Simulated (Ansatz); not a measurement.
# HBr with N2: superposition error and deformation, part 1 of 3

Aim: split the binding of a pair into the counterpoise interaction, the basis-set superposition error and the cost of deforming the fragments.

Program: Ansatz 0.2.0, Gaussian basis. Level of theory: PBE0-D4 structures, single points in def2-TZVPPD. These are calculated values, not measurements.

Levels: PBE-D4, revPBE-D4, BLYP-D4, r2SCAN-D4, B97M-V, PBE0-D4, B3LYP-D4, HSE06-D4, wB97X-V, wB97M-V, B2PLYP, Hartree-Fock, MP2, CCSD, CCSD(T).

Cores are frozen in the correlated methods. Filled d shells of the heavier atoms are correlated. B3LYP uses VWN-RPA correlation. B2PLYP carries no dispersion term here.

129 further runs of the same task are left out: 129 set aside as unsound or not needed.

### Step 1. The starting structure

The relaxed pair: 4 atoms, charge 0, spin multiplicity 1.

Atoms are counted from 1 here; the program's logs count them from 0.

Bond lengths: Br1–H2 1.422 Å, N3–N4 1.089 Å.

Geometry (Å):

```xyz
4
BrHN2
Br    0.0081    0.0608   -2.5509
H    -0.0023    0.0449   -1.1290
N    -0.0030   -0.0343    1.2957
N    -0.0028   -0.0714    2.3841
```

Atoms 1 to 2 are fragment A (HBr), the rest fragment B (N2). From earlier runs, pair energy (eV) and counterpoise interaction (kcal/mol):

```csv
method,E(pair),interaction
PBE-D4,-73030.58969,-1.34
revPBE-D4,-73037.87210,-1.03
BLYP-D4,-73044.83074,-0.99
r2SCAN-D4,-73042.33090,-0.82
B97M-V,-73031.33926,-1.09
PBE0-D4,-73032.88444,-1.16
B3LYP-D4,-73045.35206,-1.04
HSE06-D4,-73032.85781,-1.18
wB97X-V,-73037.11344,-0.97
wB97M-V,-73039.82055,-0.90
B2PLYP,-73032.10527,-0.77
Hartree-Fock,-72980.72373,0.14
MP2,-72998.78375,-1.20
CCSD(T),-72999.76073,-0.94
```

First each fragment is run alone in its own basis, frozen in the shape it has in the pair (a, b).

### Step 2. PBE-D4/def2-TZVPPD

a/in.yaml reads:

```yaml
crystal:
  periodic: [false, false, false]
  atoms:
    - {symbol: Br, position_ang: [0.008099, 0.060797, -2.550859]}
    - {symbol: H, position_ang: [-0.002265, 0.044880, -1.128992]}
basis:
  gaussian: {orbitals: "def2-TZVPPD.json"}
hamiltonian: {xc: pbe, dispersion: d4}
```

b/in.yaml reads:

```yaml
crystal:
  periodic: [false, false, false]
  atoms:
    - {symbol: N, position_ang: [-0.002960, -0.034304, 1.295689]}
    - {symbol: N, position_ang: [-0.002774, -0.071374, 2.384063]}
basis:
  gaussian: {orbitals: "def2-TZVPPD.json"}
hamiltonian: {xc: pbe, dispersion: d4}
```

The basis file named in the input lies beside it (Basis Set Exchange, JSON).

Each run has its own folder and the same command.

The run is started by

```sh
> ansatz run in.yaml --threads 2 --pin off --events-out ev --progress --plain --max-ram 5222MiB
```

Output in a:

```text
Functional definition: PBE
  name "PBE"
  cite "Perdew, Burke & Ernzerhof, Phys. Rev. Lett. 77, 3865 (1996) doi:10.1103/PhysRevLett.77.3865"
  parent pbe
  parameter kappa = 0.804
  parameter beta = 0.06672455060314922
  exchange = pbe_x(kappa = kappa, mu = beta*pi^2/3)
  correlation = pbe_c(beta = beta)
479 factors; their error is unknown
mean field evaluation 1: about -70051.9722 eV, gradient 1.0e1 eV
mean field evaluation 2: about -70052.0536 eV, gradient 6.5e0 eV
mean field evaluation 4: about -70052.1684 eV, gradient 2.1e-1 eV
mean field evaluation 8: about -70052.1630 eV, gradient 1.7e-1 eV
mean field -70052.16301049 eV, -2574.3695075740 hartree, gradient 2.9e-5 eV, S^2 0.000000; 0 other end points of the search recorded, 0 dependent functions left out
reference -70052.16305391 eV, -2574.3695091698 hartree; 18, 18 occupied and 56, 56 virtual orbitals, 479 factors
Total energy: -70052.16983954 eV, -2574.3697585370 hartree
```

b printed (excerpt; [...] marks lines left out):

```text
[... 4 set-up lines as earlier in the session ...]
[...]
358 factors; their error is unknown
[...]
mean field -2978.34578428 eV, -109.4521887769 hartree, gradient 2.2e-5 eV, S^2 0.000000; 0 other end points of the search recorded, 0 dependent functions left out
reference -2978.34580646 eV, -109.4521895922 hartree; 7, 7 occupied and 67, 67 virtual orbitals, 358 factors
Total energy: -2978.35569363 eV, -109.4525529388 hartree
```

Times: 0.3 s (a), 0.2 s (b) on 2 threads of AMD EPYC 9R14, shared host.

### Step 3. r2SCAN-D4/def2-TZVPPD

Each input of step 2 (a, b) changes in the same lines:

```diff
-hamiltonian: {xc: pbe, dispersion: d4}
+hamiltonian: {xc: r2scan, dispersion: d4}
```

Each run has its own folder and the same command.

The run is started by

```sh
> ansatz run in.yaml --threads 2 --pin off --events-out ev --progress --plain --max-ram 5222MiB
```

Output in a (excerpt; [...] marks lines left out):

```text
Functional definition: r2SCAN
  name "r2SCAN"
  cite "Furness, Kaplan, Ning, Perdew & Sun, J. Phys. Chem. Lett. 11, 8208 (2020) doi:10.1021/acs.jpclett.0c02405"
  cite "Furness, Kaplan, Ning, Perdew & Sun, J. Phys. Chem. Lett. 11, 9248 (2020) doi:10.1021/acs.jpclett.0c03077"
  parent r2scan
[...]
479 factors; their error is unknown
[...]
mean field -70062.30088628 eV, -2574.7420676374 hartree, gradient 1.5e-5 eV, S^2 0.000000; 0 other end points of the search recorded, 0 dependent functions left out
reference -70062.30089774 eV, -2574.7420680589 hartree; 18, 18 occupied and 56, 56 virtual orbitals, 479 factors
Total energy: -70062.30235698 eV, -2574.7421216847 hartree
```

b printed (excerpt; [...] marks lines left out):

```text
[... 5 set-up lines as earlier in the session ...]
[...]
358 factors; their error is unknown
[...]
mean field -2979.98656750 eV, -109.5124864482 hartree, gradient 4.0e-5 eV, S^2 0.000000; 0 other end points of the search recorded, 0 dependent functions left out
reference -2979.98657375 eV, -109.5124866777 hartree; 7, 7 occupied and 67, 67 virtual orbitals, 358 factors
Total energy: -2979.98879053 eV, -109.5125681430 hartree
```

Wall times: 0.6 s (a), 0.4 s (b) on 2 threads of AMD EPYC 9R14, shared host.

### Step 4. PBE0-D4/def2-TZVPPD

The same edit goes into each in.yaml of step 3 (a, b):

```diff
-hamiltonian: {xc: r2scan, dispersion: d4}
+hamiltonian: {xc: pbe0, dispersion: d4}
+output: {orbitals: {seedname: orbitals}}
```

The same command starts each run, in its folder.

The run is started by

```sh
> ansatz run in.yaml --threads 2 --pin off --events-out ev --progress --plain --max-ram 5222MiB
```

Log of a (excerpt; [...] marks lines left out):

```text
Functional definition: PBE0
  name "PBE0"
  cite "Adamo & Barone, J. Chem. Phys. 110, 6158 (1999) doi:10.1063/1.478522"
[... 2 set-up lines as earlier in the session ...]
[...]
531 factors; their error is unknown
[...]
mean field -70054.61603502 eV, -2574.4596545629 hartree, gradient 7.0e-5 eV, S^2 0.000000; 0 other end points of the search recorded, 0 dependent functions left out
reference -70054.61606371 eV, -2574.4596556171 hartree; 18, 18 occupied and 56, 56 virtual orbitals, 531 factors
Total energy: -70054.62158351 eV, -2574.4598584661 hartree
```

Output in b (excerpt; [...] marks lines left out):

```text
[... 5 set-up lines as earlier in the session ...]
[...]
358 factors; their error is unknown
[...]
mean field -2978.19947763 eV, -109.4468121070 hartree, gradient 2.1e-6 eV, S^2 0.000000; 0 other end points of the search recorded, 0 dependent functions left out
reference -2978.19949298 eV, -109.4468126711 hartree; 7, 7 occupied and 67, 67 virtual orbitals, 358 factors
Total energy: -2978.20748225 eV, -109.4471062710 hartree
```

They took 0.35 s (a), 0.25 s (b) on 2 threads of AMD EPYC 9R14, shared host.

### Step 5. B3LYP-D4/def2-TZVPPD

Each input of step 4 (a, b) changes in the same lines:

```diff
-hamiltonian: {xc: pbe0, dispersion: d4}
-output: {orbitals: {seedname: orbitals}}
+hamiltonian: {xc: {name: B3LYP}, dispersion: d4}
```

Each run has its own folder and the same command.

The run is started by

```sh
> ansatz run in.yaml --threads 2 --pin off --events-out ev --progress --plain --max-ram 5222MiB
```

Log of a (excerpt; [...] marks lines left out):

```text
Functional definition: B3LYP
  name "B3LYP"
  cite "Stephens, Devlin, Chabalowski & Frisch, J. Phys. Chem. 98, 11623 (1994) doi:10.1021/j100096a001"
  cite "Becke, Phys. Rev. A 38, 3098 (1988) doi:10.1103/PhysRevA.38.3098"
  cite "Lee, Yang & Parr, Phys. Rev. B 37, 785 (1988) doi:10.1103/PhysRevB.37.785"
  cite "Vosko, Wilk & Nusair, Can. J. Phys. 58, 1200 (1980) doi:10.1139/p80-159"
[...]
515 factors; their error is unknown
[...]
mean field -70063.61984721 eV, -2574.7905385578 hartree, gradient 6.1e-6 eV, S^2 0.000000; 0 other end points of the search recorded, 0 dependent functions left out
reference -70063.62003584 eV, -2574.7905454896 hartree; 18, 18 occupied and 56, 56 virtual orbitals, 515 factors
Total energy: -70063.63117020 eV, -2574.7909546698 hartree
```

Output in b (excerpt; [...] marks lines left out):

```text
[... 6 set-up lines as earlier in the session ...]
[...]
358 factors; their error is unknown
[...]
mean field -2981.65461823 eV, -109.5737861819 hartree, gradient 1.4e-5 eV, S^2 0.000000; 0 other end points of the search recorded, 0 dependent functions left out
reference -2981.65475348 eV, -109.5737911523 hartree; 7, 7 occupied and 67, 67 virtual orbitals, 358 factors
Total energy: -2981.67078005 eV, -109.5743801178 hartree
```

Times: 0.4 s (a), 0.25 s (b) on 2 threads of AMD EPYC 9R14, shared host.

### Step 6. wB97X-V/def2-TZVPPD

The same edit goes into each in.yaml of step 5 (a, b):

```diff
-hamiltonian: {xc: {name: B3LYP}, dispersion: d4}
+hamiltonian: {xc: {name: wB97X-V}}
```

One command serves all of them, each in its own folder.

The run is started by

```sh
> ansatz run in.yaml --threads 2 --pin off --events-out ev --progress --plain --max-ram 5222MiB
```

a printed (excerpt; [...] marks lines left out):

```text
Functional definition: wB97X-V
  name "wB97X-V"
  cite "Mardirossian & Head-Gordon, Phys. Chem. Chem. Phys. 16, 9904 (2014) doi:10.1039/C3CP54374A"
  cite "Becke, J. Chem. Phys. 107, 8554 (1997) doi:10.1063/1.475007"
  cite "Vydrov & Van Voorhis, J. Chem. Phys. 133, 244103 (2010) doi:10.1063/1.3521275"
[...]
      + integral(e_c_pw_opposite_spin*poly(b97_u_opposite, cos0, cos1)) + vv10(b, c)
515 factors; their error is unknown
102 factors; integrals over basis functions are off by at most 6.0e-5 eV
[...]
mean field -70056.31828691 eV, -2574.5222111660 hartree, gradient 1.7e-5 eV, S^2 0.000000; 0 other end points of the search recorded, 0 dependent functions left out
reference -70056.31828512 eV, -2574.5222110999 hartree; 18, 18 occupied and 56, 56 virtual orbitals, 515 factors
Total energy: -70056.31828512 eV, -2574.5222110999 hartree
```

b printed (excerpt; [...] marks lines left out):

```text
[... 5 set-up lines as earlier in the session ...]
[...]
      + integral(e_c_pw_opposite_spin*poly(b97_u_opposite, cos0, cos1)) + vv10(b, c)
358 factors; their error is unknown
78 factors; integrals over basis functions are off by at most 8.6e-5 eV
[...]
mean field -2980.74834666 eV, -109.5404813158 hartree, gradient 2.4e-5 eV, S^2 0.000000; 0 other end points of the search recorded, 0 dependent functions left out
reference -2980.74834550 eV, -109.5404812735 hartree; 7, 7 occupied and 67, 67 virtual orbitals, 358 factors
Total energy: -2980.74834550 eV, -109.5404812735 hartree
```

Wall times: 0.75 s (a), 0.5 s (b) on 2 threads of AMD EPYC 9R14, shared host.

### Step 7. wB97M-V/def2-TZVPPD

The same edit goes into each in.yaml of step 6 (a, b):

```diff
-hamiltonian: {xc: {name: wB97X-V}}
+hamiltonian: {xc: {name: wB97M-V}}
```

The same command starts each run, in its folder.

The run is started by

```sh
> ansatz run in.yaml --threads 2 --pin off --events-out ev --progress --plain --max-ram 5222MiB
```

Output in a (excerpt; [...] marks lines left out):

```text
Functional definition: wB97M-V
  name "wB97M-V"
  cite "Mardirossian & Head-Gordon, J. Chem. Phys. 144, 214110 (2016) doi:10.1063/1.4952647"
[... 2 set-up lines as earlier in the session ...]
  # Of w^i u^j: cxij and so on, Table III.
[...]
  gx(w, u) = 1 - cx + cx01*u + cx10*w
[...]
      + integral(e_c_pw_mod_opposite_spin*gos(b97_w_opposite, b97_u_opposite)) + vv10(b, c)
508 factors; their error is unknown
102 factors; integrals over basis functions are off by at most 6.0e-5 eV
[...]
mean field -70058.70030451 eV, -2574.6097486982 hartree, gradient 1.6e-5 eV, S^2 0.000000; 0 other end points of the search recorded, 0 dependent functions left out
reference -70058.70035421 eV, -2574.6097505245 hartree; 18, 18 occupied and 56, 56 virtual orbitals, 508 factors
Total energy: -70058.70035421 eV, -2574.6097505245 hartree
```

Log of b (excerpt; [...] marks lines left out):

```text
[... 5 set-up lines as earlier in the session ...]
  # Of w^i u^j: cxij and so on, Table III.
[...]
  gx(w, u) = 1 - cx + cx01*u + cx10*w
[...]
      + integral(e_c_pw_mod_opposite_spin*gos(b97_w_opposite, b97_u_opposite)) + vv10(b, c)
358 factors; their error is unknown
78 factors; integrals over basis functions are off by at most 8.6e-5 eV
[...]
mean field -2981.07706564 eV, -109.5525615155 hartree, gradient 2.5e-5 eV, S^2 0.000000; 0 other end points of the search recorded, 0 dependent functions left out
reference -2981.07709435 eV, -109.5525625707 hartree; 7, 7 occupied and 67, 67 virtual orbitals, 358 factors
Total energy: -2981.07709435 eV, -109.5525625707 hartree
```

Times: 0.85 s (a), 0.55 s (b) on 2 threads of AMD EPYC 9R14, shared host.

### Step 8. B2PLYP/def2-TZVPPD

Each input of step 7 (a, b) changes in the same lines:

```diff
-hamiltonian: {xc: {name: wB97M-V}}
+hamiltonian: {xc: {name: B2PLYP}}
```

Each run has its own folder and the same command.

The run is started by

```sh
> ansatz run in.yaml --threads 2 --pin off --events-out ev --progress --plain --max-ram 5222MiB
```

Output in a (excerpt; [...] marks lines left out):

```text
Functional definition: B2PLYP
  name "B2PLYP"
  cite "Grimme, J. Chem. Phys. 124, 034108 (2006) doi:10.1063/1.2148954"
[... 2 set-up lines as earlier in the session ...]
[...]
448 factors; integrals over basis functions are off by at most 1.5e-3 eV
[...]
mean field -70049.80334071 eV, -2574.2827913091 hartree, gradient 2.0e-6 eV, S^2 0.000000; 0 other end points of the search recorded, 0 dependent functions left out
9 core orbitals not correlated: weight in the atoms' cores, before any rotation towards them, 1.000 or more for the frozen orbitals, at most 0.000 for the correlated occupied ones
reference -70049.80345602 eV, -2574.2827955468 hartree; 9, 9 occupied and 56, 56 virtual orbitals, 448 factors
second order -9.29780546 eV of doubles, -0.00000000 eV of singles
Total energy: -70052.31386350 eV, -2574.3750513199 hartree
```

Output in b (excerpt; [...] marks lines left out):

```text
[... 5 set-up lines as earlier in the session ...]
[...]
478 factors; integrals over basis functions are off by at most 8.4e-4 eV
[...]
mean field -2976.36392214 eV, -109.3793566866 hartree, gradient 2.8e-6 eV, S^2 0.000000; 0 other end points of the search recorded, 0 dependent functions left out
2 core orbitals not correlated: weight in the atoms' cores, before any rotation towards them, 1.000 or more for the frozen orbitals, at most 0.000 for the correlated occupied ones
reference -2976.36401142 eV, -109.3793599678 hartree; 5, 5 occupied and 67, 67 virtual orbitals, 478 factors
second order -12.53351929 eV of doubles, -0.00000000 eV of singles
Total energy: -2979.74806163 eV, -109.5037215191 hartree
```

Times: 0.6 s (a), 0.35 s (b) on 2 threads of AMD EPYC 9R14, shared host.

### Step 9. BLYP-D4/def2-TZVPPD

Each input of step 8 (a, b) changes in the same lines:

```diff
-hamiltonian: {xc: {name: B2PLYP}}
+hamiltonian: {xc: {name: BLYP}, dispersion: d4}
```

The same command starts each run, in its folder.

The run is started by

```sh
> ansatz run in.yaml --threads 2 --pin off --events-out ev --progress --plain --max-ram 5222MiB
```

Log of a (excerpt; [...] marks lines left out):

```text
Functional definition: BLYP
  name "BLYP"
[... 2 set-up lines as earlier in the session ...]
[...]
479 factors; their error is unknown
[...]
mean field -70063.42464968 eV, -2574.7833651809 hartree, gradient 1.9e-5 eV, S^2 0.000000; 0 other end points of the search recorded, 0 dependent functions left out
reference -70063.42490933 eV, -2574.7833747227 hartree; 18, 18 occupied and 56, 56 virtual orbitals, 479 factors
Total energy: -70063.44088255 eV, -2574.7839617278 hartree
```

Log of b (excerpt; [...] marks lines left out):

```text
[... 4 set-up lines as earlier in the session ...]
[...]
358 factors; their error is unknown
[...]
mean field -2981.31720014 eV, -109.5613862957 hartree, gradient 2.8e-5 eV, S^2 0.000000; 0 other end points of the search recorded, 0 dependent functions left out
reference -2981.31739262 eV, -109.5613933693 hartree; 7, 7 occupied and 67, 67 virtual orbitals, 358 factors
Total energy: -2981.34097422 eV, -109.5622599771 hartree
```

Times: 0.35 s (a), 0.2 s (b) on 2 threads of AMD EPYC 9R14, shared host.

(Continued in part 2 of 3.)
